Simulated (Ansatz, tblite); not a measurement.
# In6Sb6 wurtzite hole sphere (In₆Sb₆H₁₈): which spin state is lowest

Aim: set other spin states of In6Sb6 wurtzite hole sphere (In₆Sb₆H₁₈) against its singlet, on many levels of theory.

Method: level and basis change from run to run; program: Ansatz 0.2.0, Gaussian basis.

Plan: triplet, at the geometry of the singlet (GFN1-xTB, GFN2-xTB, PBE0-D4/def2-TZVP, PBE-D4/def2-TZVP); the singlet's energies come from earlier runs.

## 1. The structure

The singlet was relaxed beforehand with PBE-D4/def2-SVP.

30 atoms, charge 0, spin multiplicity 1.

Bond lengths: Sb1–In2 2.913 Å, Sb1–In7 2.913 Å, Sb1–H13 1.716 Å, Sb1–H14 1.725 Å, In2–Sb4 2.812 Å, In2–Sb5 2.913 Å, In2–H15 1.740 Å, In3–Sb4 2.903 Å, In3–Sb8 2.903 Å, In3–H16 1.750 Å, In3–H17 1.736 Å, Sb4–In6 2.903 Å, Sb4–H18 1.724 Å, Sb5–In10 2.913 Å, Sb5–H19 1.725 Å, Sb5–H20 1.716 Å, In6–Sb12 2.903 Å, In6–H21 1.751 Å and more. Angles: In2–Sb1–In7 125.2°, In2–Sb1–H13 109.3°, In2–Sb1–H14 106.8°, In7–Sb1–H13 109.3°, In7–Sb1–H14 106.8°, H13–Sb1–H14 95.4°, Sb1–In2–Sb4 102.6°, Sb1–In2–Sb5 92.4°, Sb1–In2–H15 111.5°, Sb4–In2–Sb5 102.6°, Sb4–In2–H15 129.6°, Sb5–In2–H15 111.5°, Sb4–In3–Sb8 96.2°, Sb4–In3–H16 104.1°, Sb4–In3–H17 109.4°, Sb8–In3–H16 104.1°, Sb8–In3–H17 109.5°, H16–In3–H17 128.6° and more.

In, Sb take a core potential in the def2 sets. No spin-orbit coupling is included.

## 2. Triplet at the fixed geometry, GFN1-xTB

Tight binding, by tblite at 300 K electronic temperature and without a spin-polarisation term:

```python
tblite.interface.Calculator('GFN1-xTB', numbers, positions, charge=0, uhf=2).singlepoint()
```

Energy -926.4262 eV; 0.14 s.

## 3. Triplet at the fixed geometry, GFN2-xTB

Tight binding, by tblite at 300 K electronic temperature and without a spin-polarisation term:

```python
tblite.interface.Calculator('GFN2-xTB', numbers, positions, charge=0, uhf=2).singlepoint()
```

Energy -806.6571 eV; 0.21 s.

## 4. Triplet at the fixed geometry, PBE0-D4/def2-TZVP

in.yaml reads:

```yaml
crystal:
  periodic: [false, false, false]
  atoms:
    - {symbol: Sb, position_ang: [-0.004600, -2.430715, -2.076873]}
    - {symbol: In, position_ang: [-2.588771, -1.493293, -1.112727]}
    - {symbol: In, position_ang: [0.003284, -3.077764, 2.295201]}
    - {symbol: Sb, position_ang: [-2.159137, -1.248842, 1.655762]}
    - {symbol: Sb, position_ang: [-2.105008, 1.213651, -2.074150]}
    - {symbol: In, position_ang: [-2.663801, 1.539085, 2.288576]}
    - {symbol: In, position_ang: [2.582761, -1.493222, -1.122214]}
    - {symbol: Sb, position_ang: [2.163364, -1.249107, 1.648005]}
    - {symbol: Sb, position_ang: [2.099075, 1.214528, -2.080434]}
    - {symbol: In, position_ang: [-0.001956, 2.987102, -1.115453]}
    - {symbol: In, position_ang: [2.669753, 1.537401, 2.285691]}
    - {symbol: Sb, position_ang: [0.002858, 2.495458, 1.653448]}
    - {symbol: H, position_ang: [-0.004520, -4.146328, -2.120799]}
    - {symbol: H, position_ang: [-0.008069, -2.225633, -3.789364]}
    - {symbol: H, position_ang: [-3.901666, -2.248578, -1.969246]}
    - {symbol: H, position_ang: [0.000592, -4.221872, 0.970559]}
    - {symbol: H, position_ang: [0.005759, -3.395848, 4.002109]}
    - {symbol: H, position_ang: [-3.581540, -2.069431, 2.180118]}
    - {symbol: H, position_ang: [-1.912078, 1.101491, -3.784332]}
    - {symbol: H, position_ang: [-3.590188, 2.070649, -2.138219]}
    - {symbol: H, position_ang: [-3.645781, 2.105950, 0.954356]}
    - {symbol: H, position_ang: [-2.951760, 1.706992, 3.992590]}
    - {symbol: H, position_ang: [3.892344, -2.249657, -1.982729]}
    - {symbol: H, position_ang: [3.587389, -2.070427, 2.166656]}
    - {symbol: H, position_ang: [1.909822, 1.108043, -3.791424]}
    - {symbol: H, position_ang: [3.584953, 2.071183, -2.137353]}
    - {symbol: H, position_ang: [-0.003793, 4.500569, -1.974129]}
    - {symbol: H, position_ang: [2.955217, 1.700879, 3.990720]}
    - {symbol: H, position_ang: [3.652641, 2.107928, 0.954080]}
    - {symbol: H, position_ang: [0.003457, 4.137906, 2.176674]}
basis:
  gaussian: {orbitals: def2-TZVP, fitting: {mean_field: def2-universal-jkfit}}
magnetization: {spin_polarized: true, initial_magnetization: 2}
hamiltonian: {xc: pbe0, dispersion: d4}
scf: {omitted_lower_state_checks: [starts]}
output: {orbitals: {seedname: orbitals}}
```

Started as:

```console
ansatz run in.yaml --threads 2 --pin off --events-out ev --progress --plain --max-ram 32768MiB --backend cuda --devices 0, --max-vram 18GiB
```

The program printed:

```text
Functional definition: PBE0
  name "PBE0"
  cite "Adamo & Barone, J. Chem. Phys. 110, 6158 (1999) doi:10.1063/1.478522"
  cite "Perdew, Burke & Ernzerhof, Phys. Rev. Lett. 77, 3865 (1996) doi:10.1103/PhysRevLett.77.3865"
  parent pbe
  parameter a = 0.25
  parameter kappa = 0.804
  parameter beta = 0.06672455060314922
  exchange = (1 - a)*pbe_x(kappa = kappa, mu = beta*pi^2/3) + a*exact_x
  correlation = pbe_c(beta = beta)
these checks for a lower state are left out or cut short: starts
2940 factors; integrals over basis functions are off by at most 6.9e-1 eV
mean field evaluation 1: about -70562.3286 eV, gradient 2.2e1 eV
mean field evaluation 2: about -70562.2585 eV, gradient 2.3e1 eV
mean field evaluation 4: about -70564.9439 eV, gradient 3.2e0 eV
mean field evaluation 8: about -70565.0144 eV, gradient 4.4e-1 eV
mean field evaluation 16: about -70565.0475 eV, gradient 8.3e-2 eV
mean field evaluation 32: about -70565.0515 eV, gradient 2.7e-4 eV
mean field -70565.05148736 eV, -2593.2178114506 hartree, gradient 4.4e-6 eV, S^2 2.007233; 0 other end points of the search recorded, 0 dependent functions left out
reference -70565.05159479 eV, -2593.2178153987 hartree; 142, 140 occupied and 566, 568 virtual orbitals, 2940 factors
Total energy: -70566.92868549 eV, -2593.2867972094 hartree
Checks for a lower state left out: starts
```

It took 40 s on 1 × H100 (card shared with other runs) with 2 threads of AMD EPYC 7R13, shared host; peak host memory 1.4 GiB.

From the report: HOMO -3.03 eV, LUMO -5.78 eV (over both spins; with the spin held, an empty level of the minority spin lies below the top filled one); ⟨S²⟩ 2.007 (pure: 2.00).

## 5. Triplet at the fixed geometry, PBE-D4/def2-TZVP

start.molden holds the orbitals of an earlier run on this state, given as this run's starting guess.

in.yaml: that of step 4 with these lines changed.

```diff
@@ -34,5 +34,5 @@
 basis:
-  gaussian: {orbitals: def2-TZVP, fitting: {mean_field: def2-universal-jkfit}}
+  gaussian: {orbitals: def2-TZVP, fitting: {mean_field: def2-universal-jkfit}, initial_orbitals: start.molden}
 magnetization: {spin_polarized: true, initial_magnetization: 2}
-hamiltonian: {xc: pbe0, dispersion: d4}
+hamiltonian: {xc: pbe, dispersion: d4}
 scf: {omitted_lower_state_checks: [starts]}
```

Launched as before.

The program printed:

```text
Functional definition: PBE
  name "PBE"
  cite "Perdew, Burke & Ernzerhof, Phys. Rev. Lett. 77, 3865 (1996) doi:10.1103/PhysRevLett.77.3865"
  parent pbe
  parameter kappa = 0.804
  parameter beta = 0.06672455060314922
  exchange = pbe_x(kappa = kappa, mu = beta*pi^2/3)
  correlation = pbe_c(beta = beta)
these checks for a lower state are left out or cut short: starts
2940 factors; integrals over basis functions are off by at most 6.9e-1 eV
mean field evaluation 1: about -70562.5476 eV, gradient 1.0e1 eV
mean field evaluation 2: about -70563.0448 eV, gradient 5.6e-1 eV
mean field evaluation 4: about -70563.0778 eV, gradient 3.3e-1 eV
mean field evaluation 8: about -70563.0792 eV, gradient 9.9e-4 eV
mean field evaluation 16: about -70563.0792 eV, gradient 5.5e-6 eV
mean field -70563.07923419 eV, -2593.1453324834 hartree, gradient 5.5e-6 eV, S^2 2.002481; 0 other end points of the search recorded, 0 dependent functions left out
reference -70563.07937772 eV, -2593.1453377582 hartree; 142, 140 occupied and 566, 568 virtual orbitals, 2940 factors
Total energy: -70565.12041466 eV, -2593.2203444823 hartree
Checks for a lower state left out: starts
```

Wall time 26 s (1 × H100 (card shared with other runs) with 2 threads of AMD EPYC 7R13, shared host); peak host memory 1.4 GiB.

From the report: HOMO -2.75 eV, LUMO -5.92 eV (over both spins; with the spin held, an empty level of the minority spin lies below the top filled one); ⟨S²⟩ 2.002 (pure: 2.00).

## 6. Triplet less singlet, vertical

The singlet's energies are those of its earlier runs, whose logs aren't repeated here.

```tsv
level	triplet less singlet, vertical (kcal/mol)	time
GFN1-xTB	+56.4	0.24 s
GFN2-xTB	+55.1	0.33 s
PBE-D4/def2-TZVP	+73.3	44 s
PBE0-D4/def2-TZVP	+86.9	58 s
```

Times add the two runs; a level without a time comes out of a correlated run. Tight binding without a spin term can't rank spin states.

## 7. Outcome

| quantity | value |
| --- | --- |
| triplet less singlet, vertical, functionals in def2-TZVP | +73.3 (PBE-D4) to +86.9 kcal/mol (PBE0-D4) |

**Reading.** All functionals put the triplet above the singlet, over a spread of 13.6 kcal/mol. The checks for a lower triplet were left out, so another state of that spin may lie lower. These are electronic energies, without zero-point motion, entropy or surroundings.
